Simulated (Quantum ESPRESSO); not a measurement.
# GaGe (F-43m) in Quantum ESPRESSO: notebook, part 2 of 2

Quantum ESPRESSO 7.5. The steps go on from the part before.

**3. Single point, LDA, 22.87 Å³/atom**

File pw.in:

```
&CONTROL
  calculation = 'scf'
  prefix = 'pwscf'
  outdir = './tmp'
  pseudo_dir = './pseudo'
  tprnfor = .true.
  tstress = .true.
  disk_io = 'nowf'
/
&SYSTEM
  ibrav = 0
  nat = 2
  ntyp = 2
  ecutwfc = 56
  ecutrho = 448
  nbnd = 24
  occupations = 'smearing'
  smearing = 'fd'
  degauss = 0.00367493
/
&ELECTRONS
  conv_thr = 4d-10
  electron_maxstep = 120
  mixing_beta = 0.5
/
ATOMIC_SPECIES
Ge    72.6300 ge_lda_v1.4.uspp.F.UPF
Ga    69.7230 ga_lda_v1.4.uspp.F.UPF
CELL_PARAMETERS angstrom
   0.0000000000    2.8386877276    2.8386877276
   2.8386877276    0.0000000000    2.8386877276
   2.8386877276    2.8386877276    0.0000000000
ATOMIC_POSITIONS crystal
Ge     0.0000000000    0.0000000000    0.0000000000
Ga     0.2500000000    0.2500000000    0.2500000000
K_POINTS automatic
8 8 8 0 0 0
```

Potentials or basis: GBRV 1.5 LDA.

The run is started by

```console
$ OMP_NUM_THREADS=1 mpirun -n 2 pw.x -nk 2 -in pw.in > pw.out
```

pw.out:

```text
This program is part of the open-source Quantum ESPRESSO suite
     for quantum simulation of materials; please cite
[... 6 lines left out ...]
     using ibrav=0 with symmetry is DISCOURAGED, use correct ibrav instead

     K-points division:     npool     =       2
     Subspace diagonalization in iterative solution of the eigenvalue problem:
     a serial algorithm will be used

     G-vector sticks info
     --------------------
     sticks:   dense  smooth     PW     G-vecs:    dense   smooth      PW
     Sum        1789     889    265                49493    17477    2891

     Using Slab Decomposition

     bravais-lattice index     =            0
     lattice parameter (alat)  =       7.5863  a.u.
     unit-cell volume          =     308.7304 (a.u.)^3
     number of atoms/cell      =            2
     number of atomic types    =            2
     number of electrons       =        33.00
     number of Kohn-Sham states=           24
     kinetic-energy cutoff     =      56.0000  Ry
     charge density cutoff     =     448.0000  Ry
     scf convergence threshold =      4.0E-10
     mixing beta               =       0.5000
     number of iterations used =            8  plain     mixing
     Exchange-correlation=  SLA  PZ   NOGX NOGC
                           (   1   1   0   0   0   0   0)

     celldm(1)=   7.586326  celldm(2)=   0.000000  celldm(3)=   0.000000
     celldm(4)=   0.000000  celldm(5)=   0.000000  celldm(6)=   0.000000

     crystal axes: (cart. coord. in units of alat)
               a(1) = (   0.000000   0.707107   0.707107 )
               a(2) = (   0.707107   0.000000   0.707107 )
               a(3) = (   0.707107   0.707107   0.000000 )

     reciprocal axes: (cart. coord. in units 2 pi/alat)
               b(1) = ( -0.707107  0.707107  0.707107 )
               b(2) = (  0.707107 -0.707107  0.707107 )
               b(3) = (  0.707107  0.707107 -0.707107 )

     PseudoPot. # 1 for Ge read from file:
     ge_lda_v1.4.uspp.F.UPF
     Pseudo is Ultrasoft + core correction, Zval = 14.0
     Generated by new atomic code, or converted to UPF format
     Using radial grid of  873 points,  6 beta functions with:
                l(1) =   0
                l(2) =   0
                l(3) =   1
                l(4) =   1
                l(5) =   2
                l(6) =   2
     Q(r) pseudized with  8 coefficients,  rinner =    1.400   1.400   1.400
                                                       1.400   1.400

     PseudoPot. # 2 for Ga read from file:
     ga_lda_v1.4.uspp.F.UPF
     Pseudo is Ultrasoft + core correction, Zval = 19.0
     Generated by new atomic code, or converted to UPF format
     Using radial grid of  871 points,  6 beta functions with:
                l(1) =   0
                l(2) =   0
                l(3) =   1
                l(4) =   1
                l(5) =   2
                l(6) =   2
     Q(r) pseudized with  8 coefficients,  rinner =    1.250   1.250   1.250
                                                       1.250   1.250

     atomic species   valence    mass     pseudopotential
     Ge               14.00    72.63000     Ge( 1.00)
     Ga               19.00    69.72300     Ga( 1.00)

     24 Sym. Ops. (no inversion) found

   Cartesian axes

     site n.     atom                  positions (alat units)
         1        Ge     tau(   1) = (   0.0000000   0.0000000   0.0000000  )
         2        Ga     tau(   2) = (   0.3535534   0.3535534   0.3535534  )

     number of k points=    29  Fermi-Dirac smearing, width (Ry)=  0.0037
                       cart. coord. in units 2pi/alat
        k(    1) = (   0.0000000   0.0000000   0.0000000), wk =   0.0039062
        k(    2) = (   0.0883883   0.0883883  -0.0883883), wk =   0.0312500
        k(    3) = (   0.1767767   0.1767767  -0.1767767), wk =   0.0312500
        k(    4) = (   0.2651650   0.2651650  -0.2651650), wk =   0.0312500
        k(    5) = (  -0.3535534  -0.3535534   0.3535534), wk =   0.0156250
        k(    6) = (   0.1767767   0.0000000   0.0000000), wk =   0.0234375
[... 21 lines left out ...]
        k(   28) = (  -0.7071068   0.1767767  -0.0000000), wk =   0.0468750
        k(   29) = (  -0.7071068   0.3535534   0.0000000), wk =   0.0234375

     Dense  grid:    49493 G-vectors     FFT dimensions: (  54,  54,  54)

     Smooth grid:    17477 G-vectors     FFT dimensions: (  40,  40,  40)

     Check: negative core charge=   -0.000001

     Initial potential from superposition of free atoms

     starting charge      31.9993, renormalised to      33.0000
     Starting wfcs are   21 randomized atomic wfcs +    3 random wfcs

     Self-consistent Calculation

     iteration #  1     ecut=    56.00 Ry     beta= 0.50
     Davidson diagonalization with overlap
     ethr =  1.00E-02,  avg # of iterations =  5.2

     total energy              =    -626.89721888 Ry
     estimated scf accuracy    <       2.73357995 Ry

     iteration #  2     ecut=    56.00 Ry     beta= 0.50
     Davidson diagonalization with overlap
     ethr =  8.28E-03,  avg # of iterations =  2.0

     total energy              =    -627.96013367 Ry
     estimated scf accuracy    <       0.55211032 Ry

     iteration #  3     ecut=    56.00 Ry     beta= 0.50
     Davidson diagonalization with overlap
     ethr =  1.67E-03,  avg # of iterations =  2.0
[... 29 lines left out ...]
     total energy              =    -628.03445801 Ry
     estimated scf accuracy    <       0.00000021 Ry

     iteration #  8     ecut=    56.00 Ry     beta= 0.50
     Davidson diagonalization with overlap
     ethr =  6.34E-10,  avg # of iterations =  2.7

     total energy              =    -628.03445812 Ry
     estimated scf accuracy    <       0.00000004 Ry

     iteration #  9     ecut=    56.00 Ry     beta= 0.50
     Davidson diagonalization with overlap
     ethr =  1.08E-10,  avg # of iterations =  2.0

     End of self-consistent calculation

          k = 0.0000 0.0000 0.0000 (  2133 PWs)   bands (ev):

   -86.2995 -86.2995 -86.2995 -16.7809 -16.7809 -16.7809 -16.7574 -16.7574
    -7.1597  -7.1597  -7.1597  -7.0879  -7.0879  -3.6951   9.0407   9.0407
     9.0407   9.7028  11.7095  11.7095  11.7095  15.0689  18.3122  18.3122

          k = 0.0884 0.0884-0.0884 (  2163 PWs)   bands (ev):

   -86.2995 -86.2995 -86.2995 -16.7809 -16.7804 -16.7804 -16.7573 -16.7573
    -7.1649  -7.1564  -7.1564  -7.0883  -7.0883  -3.5003   6.9266   8.7106
     8.7106  10.3878  12.1481  12.1481  12.6166  16.0812  17.2561  17.2561

          k = 0.1768 0.1768-0.1768 (  2178 PWs)   bands (ev):

   -86.2995 -86.2995 -86.2994 -16.7809 -16.7793 -16.7793 -16.7569 -16.7569
    -7.1776  -7.1493  -7.1493  -7.0884  -7.0884  -2.9365   4.5368   8.1643
     8.1643   9.9634  12.7257  12.7257  14.6729  16.5087  17.0193  17.0193
[... 91 lines left out ...]
          k =-0.0884-0.6187 0.6187 (  2181 PWs)   bands (ev):

   -86.2994 -86.2994 -86.2994 -16.7845 -16.7749 -16.7746 -16.7593 -16.7534
    -7.2158  -7.1208  -7.1175  -7.1074  -7.0812  -0.7632   1.6755   5.3460
     6.0716   9.7628  10.8364  17.0090  17.4218  19.4785  20.6808  21.1621

          k = 0.0000-0.5303 0.5303 (  2201 PWs)   bands (ev):

   -86.2994 -86.2994 -86.2994 -16.7827 -16.7762 -16.7751 -16.7584 -16.7543
    -7.2100  -7.1272  -7.1205  -7.1013  -7.0846  -0.5143   1.4609   4.5072
     6.3480  10.0426  13.0010  16.3392  16.4622  17.1018  18.5641  22.5873

          k =-0.7071 0.0000 0.0000 (  2200 PWs)   bands (ev):

   -86.2994 -86.2994 -86.2994 -16.7854 -16.7741 -16.7741 -16.7598 -16.7529
    -7.2210  -7.1141  -7.1141  -7.1127  -7.0797  -0.4278   1.2156   5.8856
     5.8856   9.5307   9.6710  18.7495  18.7495  20.0255  21.3257  21.6003

          k = 0.3536 0.1768 0.0000 (  2170 PWs)   bands (ev):

   -86.2995 -86.2995 -86.2994 -16.7820 -16.7780 -16.7777 -16.7579 -16.7555
    -7.1909  -7.1404  -7.1382  -7.0957  -7.0848  -2.4420   4.0257   6.1011
     7.4154  11.3414  12.0517  13.4198  14.6692  16.8610  18.8733  19.3099

          k =-0.2652-0.4419 0.6187 (  2185 PWs)   bands (ev):

   -86.2994 -86.2994 -86.2994 -16.7813 -16.7781 -16.7766 -16.7575 -16.7553
    -7.1981  -7.1372  -7.1322  -7.0949  -7.0854  -1.6425   2.5750   5.4139
     6.9012  11.5614  12.3958  13.7657  15.2021  17.9736  18.6782  20.1599

          k =-0.1768-0.3536 0.5303 (  2204 PWs)   bands (ev):
[... 11 lines left out ...]
          k =-0.0884-0.4419 0.6187 (  2194 PWs)   bands (ev):

   -86.2994 -86.2994 -86.2994 -16.7819 -16.7776 -16.7747 -16.7581 -16.7545
    -7.2075  -7.1301  -7.1219  -7.0991  -7.0855  -0.6552   1.6351   4.7307
     5.8477  11.2265  13.1605  14.0765  16.1513  17.8426  20.5375  21.2291

          k = 0.0000-0.3536 0.5303 (  2192 PWs)   bands (ev):

   -86.2994 -86.2994 -86.2994 -16.7805 -16.7788 -16.7753 -16.7575 -16.7551
    -7.2033  -7.1338  -7.1248  -7.0956  -7.0876  -0.9012   1.9064   4.5686
     6.2320  11.6629  13.5257  13.8429  15.8685  17.1479  18.5613  22.0937

          k =-0.7071 0.1768-0.0000 (  2196 PWs)   bands (ev):

   -86.2994 -86.2994 -86.2994 -16.7838 -16.7757 -16.7741 -16.7591 -16.7536
    -7.2149  -7.1216  -7.1187  -7.1046  -7.0825  -0.3801   1.2983   5.3409
     5.3943  10.7576  10.9137  16.5949  16.7150  19.7761  20.4584  21.6120

          k =-0.7071 0.3536 0.0000 (  2208 PWs)   bands (ev):

   -86.2994 -86.2994 -86.2994 -16.7807 -16.7789 -16.7741 -16.7581 -16.7546
    -7.2077  -7.1304  -7.1204  -7.0977  -7.0872  -0.3303   1.3906   4.9092
     5.0182  13.1671  13.3018  13.6222  13.8173  19.8160  20.4463  21.6141

     the Fermi energy is     7.2239 ev

!    total energy              =    -628.03445813 Ry
     estimated scf accuracy    <          8.2E-12 Ry
     smearing contrib. (-TS)   =      -0.00061026 Ry
     internal energy E=F+TS    =    -628.03384786 Ry

     The total energy is F=E-TS. E is the sum of the following terms:
     one-electron contribution =    -526.50287383 Ry
     hartree contribution      =     281.20485294 Ry
     xc contribution           =    -104.93867010 Ry
     ewald contribution        =    -277.79715687 Ry

     convergence has been achieved in   9 iterations

     Forces acting on atoms (cartesian axes, Ry/au):

     atom    1 type  1   force =     0.00000000   -0.00000000    0.00000000
     atom    2 type  2   force =     0.00000000    0.00000000    0.00000000

     Total force =     0.000000     Total SCF correction =     0.000000

     Computing stress (Cartesian axis) and pressure

          total   stress  (Ry/bohr**3)                   (kbar)     P=      -11.37
  -0.00007727   0.00000000   0.00000000          -11.37        0.00        0.00
   0.00000000  -0.00007727   0.00000000            0.00      -11.37        0.00
   0.00000000   0.00000000  -0.00007727            0.00        0.00      -11.37

=------------------------------------------------------------------------------=
   JOB DONE.
=------------------------------------------------------------------------------=
```

It took 19 s on 2 MPI ranks of Arm Neoverse V1, shared host; peak memory 0.3 GiB.

What came out:

```yaml
Free_energy: -8544.8441 eV
Pressure: -1.1 GPa
Band_gap_on_the_k_mesh: none (metal or under the smearing width)
```

**4. Single point, LDA, 23.36 Å³/atom**

pw.in, as its differences from that of step 3:

```diff
@@ -29,5 +29,5 @@
 CELL_PARAMETERS angstrom
-   0.0000000000    2.8386877276    2.8386877276
-   2.8386877276    0.0000000000    2.8386877276
-   2.8386877276    2.8386877276    0.0000000000
+   0.0000000000    2.8586791449    2.8586791449
+   2.8586791449    0.0000000000    2.8586791449
+   2.8586791449    2.8586791449    0.0000000000
 ATOMIC_POSITIONS crystal
```

The run is started by

```console
$ OMP_NUM_THREADS=1 mpirun -n 2 pw.x -nk 2 -in pw.in > pw.out
```

Wall time 19 s (2 MPI ranks of Arm Neoverse V1, shared host); peak memory 0.3 GiB.

It converged, with:

```
Free energy            : -8544.8340 eV
Pressure               : -2.2 GPa
Band gap on the k mesh : none (metal or under the smearing width)
```

**5. Single point, LDA, 23.85 Å³/atom**

pw.in, as its differences from that of step 4:

```diff
@@ -29,5 +29,5 @@
 CELL_PARAMETERS angstrom
-   0.0000000000    2.8586791449    2.8586791449
-   2.8586791449    0.0000000000    2.8586791449
-   2.8586791449    2.8586791449    0.0000000000
+   0.0000000000    2.8783947965    2.8783947965
+   2.8783947965    0.0000000000    2.8783947965
+   2.8783947965    2.8783947965    0.0000000000
 ATOMIC_POSITIONS crystal
```

The run is started by

```console
$ OMP_NUM_THREADS=1 mpirun -n 2 pw.x -nk 2 -in pw.in > pw.out
```

Run time: 20 s. Hardware: 2 MPI ranks of Arm Neoverse V1, shared host; peak memory 0.32 GiB.

Results (log left out):

| Quantity | Value |
| --- | --- |
| Free energy | -8544.8175 eV |
| Pressure | -3.2 GPa |
| Band gap on the k mesh | none (metal or under the smearing width) |

**6. Single point, LDA, 24.33 Å³/atom**

pw.in, as its differences from that of step 5:

```diff
@@ -29,5 +29,5 @@
 CELL_PARAMETERS angstrom
-   0.0000000000    2.8783947965    2.8783947965
-   2.8783947965    0.0000000000    2.8783947965
-   2.8783947965    2.8783947965    0.0000000000
+   0.0000000000    2.8978440000    2.8978440000
+   2.8978440000    0.0000000000    2.8978440000
+   2.8978440000    2.8978440000    0.0000000000
 ATOMIC_POSITIONS crystal
```

Potentials or basis: GBRV 1.5 LDA.

The run is started by

```console
$ OMP_NUM_THREADS=1 mpirun -n 2 pw.x -nk 2 -in pw.in > pw.out
```

Run time: 22 s. Hardware: 2 MPI ranks of Arm Neoverse V1, shared host; peak memory 0.32 GiB.

The run converged. Its results:

* Free energy: -8544.7954 eV
* Pressure: -4.1 GPa
* Band gap on the k mesh: none (metal or under the smearing width)

**7. Single point, LDA, 24.82 Å³/atom**

pw.in, as its differences from that of step 6:

```diff
@@ -29,5 +29,5 @@
 CELL_PARAMETERS angstrom
-   0.0000000000    2.8978440000    2.8978440000
-   2.8978440000    0.0000000000    2.8978440000
-   2.8978440000    2.8978440000    0.0000000000
+   0.0000000000    2.9170355792    2.9170355792
+   2.9170355792    0.0000000000    2.9170355792
+   2.9170355792    2.9170355792    0.0000000000
 ATOMIC_POSITIONS crystal
```

The run is started by

```console
$ OMP_NUM_THREADS=1 mpirun -n 2 pw.x -nk 2 -in pw.in > pw.out
```

Run time: 22 s. Hardware: 2 MPI ranks of Arm Neoverse V1, shared host; peak memory 0.32 GiB.

Results (log left out):

```yaml
Free_energy: -8544.7683 eV
Pressure: -4.9 GPa
Band_gap_on_the_k_mesh: none (metal or under the smearing width)
```

**8. Single point, LDA, 25.31 Å³/atom**

pw.in, as its differences from that of step 7:

```diff
@@ -29,5 +29,5 @@
 CELL_PARAMETERS angstrom
-   0.0000000000    2.9170355792    2.9170355792
-   2.9170355792    0.0000000000    2.9170355792
-   2.9170355792    2.9170355792    0.0000000000
+   0.0000000000    2.9359778994    2.9359778994
+   2.9359778994    0.0000000000    2.9359778994
+   2.9359778994    2.9359778994    0.0000000000
 ATOMIC_POSITIONS crystal
```

The run is started by

```console
$ OMP_NUM_THREADS=1 mpirun -n 2 pw.x -nk 2 -in pw.in > pw.out
```

Wall time 22 s (2 MPI ranks of Arm Neoverse V1, shared host); peak memory 0.34 GiB.

The run converged. Its results:

```
Free energy            : -8544.7368 eV
Pressure               : -5.6 GPa
Band gap on the k mesh : none (metal or under the smearing width)
```

**9. Single point, LDA, 25.79 Å³/atom**

pw.in, as its differences from that of step 8:

```diff
@@ -29,5 +29,5 @@
 CELL_PARAMETERS angstrom
-   0.0000000000    2.9359778994    2.9359778994
-   2.9359778994    0.0000000000    2.9359778994
-   2.9359778994    2.9359778994    0.0000000000
+   0.0000000000    2.9546788998    2.9546788998
+   2.9546788998    0.0000000000    2.9546788998
+   2.9546788998    2.9546788998    0.0000000000
 ATOMIC_POSITIONS crystal
```

Potentials or basis: GBRV 1.5 LDA.

The run is started by

```console
$ OMP_NUM_THREADS=1 mpirun -n 2 pw.x -nk 2 -in pw.in > pw.out
```

Wall time 22 s (2 MPI ranks of Arm Neoverse V1, shared host); peak memory 0.34 GiB.

The run converged. Its results:

* Free energy: -8544.7014 eV
* Pressure: -6.2 GPa
* Band gap on the k mesh: none (metal or under the smearing width)

**10. Equation of state, LDA**

Potentials or basis: GBRV 1.5 LDA.

This step only gathers the single runs of the series.

Results:

* Equilibrium volume: 22.45 Å³/atom (rough: see the caveat)
* Bulk modulus: 61 GPa (rough)

Energy against volume, from the lowest point:
```csv
volume (Å³/atom),energy (meV/atom)
22.875,0.00
23.361,5.06
23.848,13.31
24.335,24.37
24.821,37.93
25.308,53.68
25.795,71.34
```

Caveat: the minimum lies outside the volumes run.
